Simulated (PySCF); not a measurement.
# InH3: from HF to coupled cluster

How much do the numbers for InH3 (singlet) hang on the method? All levels run at one geometry, the PBE0 minimum.

Program: PySCF 2.14.0. Level of theory: several methods, basis In def2-TZVP with ECP28, H def2-TZVP, scalar-relativistic core potentials, no spin–orbit coupling, density fitting. These are calculated values, not measurements.

### 1 Where the work starts

4 atoms, charge 0, spin multiplicity 1.

Bond lengths: In1–H2 1.724 Å, In1–H3 1.724 Å, In1–H4 1.724 Å. Angles: H2–In1–H3 120.0°, H2–In1–H4 120.0°, H3–In1–H4 120.0°.

Coordinates in bohr (charge 0 multiplicity 1):
```
In    0.0000    0.0000    0.0000
H     3.2587    0.0000    0.0000
H    -1.6293    2.8221    0.0000
H    -1.6294   -2.8221    0.0000
```

### 2 CCSD(T)

The steps are one call of a driver around PySCF; scf.py gives each level's set-up. Each SCF starts from the density of the minimum. The driver also runs the species with one electron less or more at the same geometry (one less: multiplicity 2, one more: multiplicity 2); their logs are not shown.

Contents of scf.py:

```python
from pyscf import gto, scf, dft
mol = gto.M(atom='''
In    -0.000000     0.000000    -0.000000
H      1.724424    -0.000008     0.000000
H     -0.862205     1.493399    -0.000000
H     -0.862219    -1.493392     0.000000''',
    basis={'In': 'def2-TZVP', 'H': 'def2-TZVP'},
    ecp={'In': 'def2-TZVP'},
    charge=0, spin=0)
mf = scf.RHF(mol)
aux = {'In': 'def2-universal-JKFIT', 'H': 'def2-universal-JKFIT'}
mf = mf.density_fit(auxbasis=aux)
mf.conv_tol = 1e-08
mf.diis_space = 10
mf.max_cycle = 60
mf.verbose = 4
mf.kernel()
from pyscf import cc
mycc = cc.CCSD(mf, frozen=4).run()
mycc.ccsd_t()
```

Command:

```console
OMP_NUM_THREADS=4 python axn.py task.json out
```

What it wrote:

```text
init E= -190.901275176093
  HOMO = -0.399701888405301  LUMO = 0.0200488696412382  gap/eV = 11.42200
cycle= 1 E= -190.912552739771  delta_E= -0.0113  |g|= 0.0512  |ddm|= 0.718
  HOMO = -0.403526620323199  LUMO = 0.017573634163492  gap/eV = 11.45872
cycle= 2 E= -190.913431799716  delta_E= -0.000879  |g|= 0.0149  |ddm|= 0.214
  HOMO = -0.405865923896238  LUMO = 0.016119769465285  gap/eV = 11.48282
cycle= 3 E= -190.913515507511  delta_E= -8.37e-05  |g|= 0.00639  |ddm|= 0.032
  HOMO = -0.40602318316231  LUMO = 0.0160501485637257  gap/eV = 11.48520
cycle= 4 E= -190.913526215122  delta_E= -1.07e-05  |g|= 0.000298  |ddm|= 0.0239
  HOMO = -0.406019361826043  LUMO = 0.016061757117221  gap/eV = 11.48541
cycle= 5 E= -190.913526274595  delta_E= -5.95e-08  |g|= 2.98e-05  |ddm|= 0.00105
  HOMO = -0.406020005913919  LUMO = 0.0160618655852147  gap/eV = 11.48543
cycle= 6 E= -190.913526275247  delta_E= -6.52e-10  |g|= 4.83e-06  |ddm|= 9.11e-05
  HOMO = -0.406019428043653  LUMO = 0.016062089517046  gap/eV = 11.48542
Extra cycle  E= -190.913526275262  delta_E= -1.46e-11  |g|= 1.74e-06  |ddm|= 1.32e-05
converged SCF energy = -190.913526275262
CCSD nocc = 8, nmo = 64
Init t2, MP2 energy = -191.205777335347  E_corr(MP2) -0.292251060084746
RCCSD converged
E(RCCSD) = -191.2202270306695  E_corr = -0.3067007554074185
RCCSD(T) correction = -0.00697275387975641
```

This level, with the species of one electron less or more, needed 29 s of wall time on 4 threads of Arm Neoverse V2, shared host.

```
energy                                                              : -191.227200 Eh
one electron less (charge +1)                                       : -190.838263 Eh (doublet, ⟨S²⟩ 0.78)
one electron more (charge -1)                                       : -191.235504 Eh (doublet, ⟨S²⟩ 0.76)
MP2 correlation in its own fitting basis (same spin, opposite spin) : -0.29273 Eh (-0.08832, -0.20441)
CCSD, (T)                                                           : -0.30670, -0.00697 Eh; T1 0.015, D1 0.045
```

### 3 HF

Changes to scf.py since step 2:

```diff
@@ -18,3 +17,0 @@
-from pyscf import cc
-mycc = cc.CCSD(mf, frozen=4).run()
-mycc.ccsd_t()
```

The SCF cycles repeat those of step 2.

This level, with the species of one electron less or more, took under 0.5 s.

```
energy                        : -190.913526 Eh
one electron less (charge +1) : -190.547139 Eh (doublet, ⟨S²⟩ 0.78)
one electron more (charge -1) : -190.905312 Eh (doublet, ⟨S²⟩ 0.76)
Mulliken charge of In1        : +0.40 e
```

### 4 PBE0

Changes to scf.py since step 3:

```diff
@@ -10 +10,2 @@
-mf = scf.RHF(mol)
+mf = dft.RKS(mol, xc='PBE0')
+mf.grids.atom_grid = (75, 302)
```

What it wrote:

```text
init E= -191.885237738226
  HOMO = -0.300302965532289  LUMO = -0.069687379767096  gap/eV = 6.27537
cycle= 1 E= -191.885237738227  delta_E= -6.54e-13  |g|= 6.2e-06  |ddm|= 1.68e-05
  HOMO = -0.300303693393233  LUMO = -0.0696878520678927  gap/eV = 6.27538
Extra cycle  E= -191.885237738229  delta_E= -2.3e-12  |g|= 5.79e-06  |ddm|= 1.62e-05
converged SCF energy = -191.885237738229
```

This level, with the species of one electron less or more, took 0.8 s.

```
energy                        : -191.885238 Eh
one electron less (charge +1) : -191.498742 Eh (doublet, ⟨S²⟩ 0.76)
one electron more (charge -1) : -191.897458 Eh (doublet, ⟨S²⟩ 0.75)
Mulliken charge of In1        : +0.32 e
```

### 5 PBE

Changes to scf.py since step 4:

```diff
@@ -10 +10 @@
-mf = dft.RKS(mol, xc='PBE0')
+mf = dft.RKS(mol, xc='PBE')
```

What it wrote:

```text
init E= -191.879473658774
  HOMO = -0.255363446933426  LUMO = -0.0970215801466034  gap/eV = 4.30870
cycle= 1 E= -191.880971073268  delta_E= -0.0015  |g|= 0.0364  |ddm|= 0.363
  HOMO = -0.258819785397723  LUMO = -0.0983664355403411  gap/eV = 4.36616
cycle= 2 E= -191.880937507988  delta_E= 3.36e-05  |g|= 0.039  |ddm|= 0.0968
  HOMO = -0.257153982995791  LUMO = -0.0969402155877335  gap/eV = 4.35964
cycle= 3 E= -191.881159285382  delta_E= -0.000222  |g|= 0.00271  |ddm|= 0.0578
  HOMO = -0.257077746448194  LUMO = -0.0972260566210768  gap/eV = 4.34979
cycle= 4 E= -191.881161995291  delta_E= -2.71e-06  |g|= 0.000157  |ddm|= 0.00746
  HOMO = -0.257101322985936  LUMO = -0.0972269942343855  gap/eV = 4.35040
cycle= 5 E= -191.881162005269  delta_E= -9.98e-09  |g|= 9.75e-06  |ddm|= 0.000359
  HOMO = -0.257096984291719  LUMO = -0.0972228282845258  gap/eV = 4.35040
Extra cycle  E= -191.881162005274  delta_E= -4.83e-12  |g|= 1.26e-05  |ddm|= 5.4e-05
converged SCF energy = -191.881162005274
```

This level, with the species of one electron less or more, took 15 s.

| Property | Result |
| --- | --- |
| energy | -191.881162 Eh |
| one electron less (charge +1) | -191.501092 Eh (doublet, ⟨S²⟩ 0.76) |
| one electron more (charge -1) | -191.894405 Eh (doublet, ⟨S²⟩ 0.75) |
| Mulliken charge of In1 | +0.34 e |

### 6 B3LYP

Changes to scf.py since step 5:

```diff
@@ -10 +10 @@
-mf = dft.RKS(mol, xc='PBE')
+mf = dft.RKS(mol, xc='B3LYP')
```

What it wrote:

```text
init E= -191.965203460619
  HOMO = -0.293332945229701  LUMO = -0.0794253550402129  gap/eV = 5.82072
cycle= 1 E= -191.965789967682  delta_E= -0.000587  |g|= 0.0127  |ddm|= 0.216
  HOMO = -0.294512784745267  LUMO = -0.0816544532217831  gap/eV = 5.79217
cycle= 2 E= -191.965794870301  delta_E= -4.9e-06  |g|= 0.0136  |ddm|= 0.0531
  HOMO = -0.294076503906195  LUMO = -0.0808790528362788  gap/eV = 5.80140
cycle= 3 E= -191.96582693306  delta_E= -3.21e-05  |g|= 0.00047  |ddm|= 0.0209
  HOMO = -0.294098701585677  LUMO = -0.0807929013131927  gap/eV = 5.80435
cycle= 4 E= -191.965827018556  delta_E= -8.55e-08  |g|= 0.000117  |ddm|= 0.00149
  HOMO = -0.294098173519053  LUMO = -0.0808147363030383  gap/eV = 5.80374
cycle= 5 E= -191.965827024393  delta_E= -5.84e-09  |g|= 2.73e-06  |ddm|= 0.000371
  HOMO = -0.294099741029004  LUMO = -0.0808154942628532  gap/eV = 5.80376
Extra cycle  E= -191.965827024397  delta_E= -3.55e-12  |g|= 1.41e-06  |ddm|= 1.19e-05
converged SCF energy = -191.965827024397
```

This level, with the species of one electron less or more, needed 1.7 s of wall time on 4 threads of Arm Neoverse V2, shared host.

```
energy                        : -191.965827 Eh
one electron less (charge +1) : -191.576604 Eh (doublet, ⟨S²⟩ 0.76)
one electron more (charge -1) : -191.978890 Eh (doublet, ⟨S²⟩ 0.75)
Mulliken charge of In1        : +0.41 e
```

### 7 r2SCAN

Changes to scf.py since step 6:

```diff
@@ -10,2 +10,2 @@
-mf = dft.RKS(mol, xc='B3LYP')
-mf.grids.atom_grid = (75, 302)
+mf = dft.RKS(mol, xc='R2SCAN')
+mf.grids.atom_grid = (90, 434)
```

What it wrote:

```text
init E= -191.95680075305
  HOMO = -0.268961948180805  LUMO = -0.0856080000063315  gap/eV = 4.98932
cycle= 1 E= -191.957379709949  delta_E= -0.000579  |g|= 0.00682  |ddm|= 0.247
  HOMO = -0.267521621751875  LUMO = -0.0842879975357986  gap/eV = 4.98604
cycle= 2 E= -191.957379441513  delta_E= 2.68e-07  |g|= 0.00727  |ddm|= 0.0182
  HOMO = -0.267845425889008  LUMO = -0.0846456864711156  gap/eV = 4.98512
cycle= 3 E= -191.957387520256  delta_E= -8.08e-06  |g|= 0.000331  |ddm|= 0.0111
  HOMO = -0.267890571419689  LUMO = -0.0846155045352939  gap/eV = 4.98717
cycle= 4 E= -191.957387554491  delta_E= -3.42e-08  |g|= 0.000104  |ddm|= 0.00113
  HOMO = -0.26788208406178  LUMO = -0.0846225119124622  gap/eV = 4.98675
cycle= 5 E= -191.957387558904  delta_E= -4.41e-09  |g|= 5.46e-06  |ddm|= 0.000287
  HOMO = -0.267880507629429  LUMO = -0.0846201701681677  gap/eV = 4.98677
Extra cycle  E= -191.957387558906  delta_E= -1.56e-12  |g|= 6.76e-06  |ddm|= 2.93e-05
converged SCF energy = -191.957387558906
```

This level, with the species of one electron less or more, took 5.8 s.

* energy: -191.957388 Eh
* one electron less (charge +1): -191.573942 Eh (doublet, ⟨S²⟩ 0.76)
* one electron more (charge -1): -191.972983 Eh (doublet, ⟨S²⟩ 0.76)
* Mulliken charge of In1: +0.38 e

### 8 wB97X

Changes to scf.py since step 7:

```diff
@@ -10,2 +10,2 @@
-mf = dft.RKS(mol, xc='R2SCAN')
-mf.grids.atom_grid = (90, 434)
+mf = dft.RKS(mol, xc='WB97X')
+mf.grids.atom_grid = (75, 302)
```

What it wrote:

```text
init E= -191.928958950005
  HOMO = -0.38634397239167  LUMO = -0.00366747468655682  gap/eV = 10.41316
cycle= 1 E= -191.929981441422  delta_E= -0.00102  |g|= 0.00957  |ddm|= 0.159
  HOMO = -0.388135274472546  LUMO = -0.0053923231129902  gap/eV = 10.41497
cycle= 2 E= -191.930030734538  delta_E= -4.93e-05  |g|= 0.00352  |ddm|= 0.0307
  HOMO = -0.388249433702485  LUMO = -0.0052570418813076  gap/eV = 10.42175
cycle= 3 E= -191.930034636075  delta_E= -3.9e-06  |g|= 0.00193  |ddm|= 0.0133
  HOMO = -0.388438891561424  LUMO = -0.00537143396695505  gap/eV = 10.42380
cycle= 4 E= -191.930035430919  delta_E= -7.95e-07  |g|= 9.9e-05  |ddm|= 0.00317
  HOMO = -0.388439689392135  LUMO = -0.00537603923628094  gap/eV = 10.42369
cycle= 5 E= -191.93003543833  delta_E= -7.41e-09  |g|= 1.71e-05  |ddm|= 0.000437
  HOMO = -0.388437632403783  LUMO = -0.0053720797290957  gap/eV = 10.42374
Extra cycle  E= -191.930035438449  delta_E= -1.18e-10  |g|= 9.83e-06  |ddm|= 4.86e-05
converged SCF energy = -191.930035438449
```

This level, with the species of one electron less or more, took 2.1 s.

* energy: -191.930035 Eh
* one electron less (charge +1): -191.531766 Eh (doublet, ⟨S²⟩ 0.76)
* one electron more (charge -1): -191.933912 Eh (doublet, ⟨S²⟩ 0.75)
* Mulliken charge of In1: +0.35 e

### 9 All levels side by side

| level | atomisation energy (kJ/mol) | vertical ionisation energy (eV) | vertical electron affinity (eV) | −ε(HOMO) (eV) | gap (eV) | wall time |
| --- | --- | --- | --- | --- | --- | --- |
| CCSD(T) | 697 | 10.58 | 0.23 | – | – | 29 s |
| HF | 536 | 9.97 | -0.22 | 11.05 | 11.49 | under 0.5 s |
| PBE0 | 704 | 10.52 | 0.33 | 8.17 | 6.28 | 0.8 s |
| PBE | 695 | 10.34 | 0.36 | 7.00 | 4.35 | 15 s |
| B3LYP | 716 | 10.59 | 0.36 | 8.00 | 5.80 | 1.7 s |
| r2SCAN | 725 | 10.43 | 0.42 | 7.29 | 4.99 | 5.8 s |
| wB97X | 739 | 10.84 | 0.11 | 10.57 | 10.42 | 2.1 s |

Times are for 4 threads of Arm Neoverse V2, shared host; PBE0 starts from its own converged density, so its time is not comparable. A dash stands where a species or a free atom was not run at that level, or the quantity is not defined.

Atomisation goes to high-spin atoms in their ground configurations, run at the same level, without zero-point energy.

### 10 What came out

| quantity | value |
| --- | --- |
| atomisation energy, CCSD(T) in this basis | 697 kJ/mol |
| vertical ionisation energy, CCSD(T) | 10.58 eV |
| vertical electron affinity, CCSD(T) | 0.23 eV |
| orbital gap, range | 4.35 (PBE) to 11.49 (HF) eV |
| T1, D1 | 0.015, 0.045 |
| T1, D1 of the cation | 0.027, 0.122 |
| T1, D1 of the anion | 0.018, 0.059 |

In words: In atomisation energy the functionals lie from -2 kJ/mol (PBE) to +42 kJ/mol (wB97X) against CCSD(T). In a basis of this size CCSD(T) binds too weakly, often by tens of kJ/mol, while functionals are nearer their limits, so this ranks no functional. HF lacks the correlation that pairing electrons in bonds brings, so it binds too weakly, by 161 kJ/mol even against this CCSD(T). For the vertical ionisation energy, B3LYP comes nearest to CCSD(T) (+0.01 eV) and HF is farthest (-0.61 eV). CCSD(T) took 29 s, about 17 times as long as B3LYP (1.7 s), which misses it by 0.01 eV. For the vertical electron affinity, PBE0 comes nearest to CCSD(T) (+0.11 eV) and HF is farthest (-0.45 eV). PBE's −ε(HOMO), 7.0 eV, falls 3.6 eV short of the ionisation energy, while its energy difference gives 10.3 eV. Without diffuse functions electron affinities tend to come out too low.
